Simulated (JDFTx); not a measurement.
# AlSn under changes of volume

One of the cells (25.236 Å³/atom); the others are scaled copies at fixed shape and fractional positions:

```xyz
2
Lattice="4.1981 0.0000 0.0000 -2.0991 3.6357 0.0000 0.0000 0.0000 3.3068" Properties=species:S:1:pos:R:3 pbc="T T T"
Sn    0.0000    2.4238    1.6534
Al    0.0000    0.0000    0.0000
```

The cell comes from a database or a generator and needn't be the stable form of this composition.

- Program: JDFTx 1.7.0 (patched build)
- Functional: PBEsol
- Potentials or basis: PseudoDojo-SR-PBEsol-0.4.1-standard with smoothed tails
- Cutoff: 980 eV
- Density cutoff: 7837 eV
- k mesh: 7 × 7 × 8
- Occupations: fermi-dirac, width 0.05 eV
- Spin: no spin polarisation

| volume (Å³/atom) | energy over the lowest point (meV/atom) | pressure (GPa) |
| --- | --- | --- |
| 23.722 | 3.40 | 1.7 |
| 24.227 | 0.00 | 0.4 |
| 24.731 | ? | ? |
| 25.236 | 4.38 | -1.8 |
| 25.741 | 11.38 | -2.7 |
| 26.245 | 21.10 | -3.5 |
| 26.750 | 33.11 | -4.2 |

Q: What does the run at 24.731 Å³/atom give?

A: Energy over the lowest point 0.46 meV/atom; pressure -0.8 GPa.

Worked out: A Birch-Murnaghan fit of order 3 (a polynomial in V^(-2/3)) to the other rows has its minimum at 24.41 Å³/atom with B0 = V·E''(V) = 57 GPa and B' = 5.0 at fixed shape and positions, which overstates the stiffness. It gives 0.46 meV/atom at 24.731 Å³/atom, against the run's 0.46, and -dE/dV = -0.7 GPa, against -0.8.

Energies are extrapolated to zero smearing.
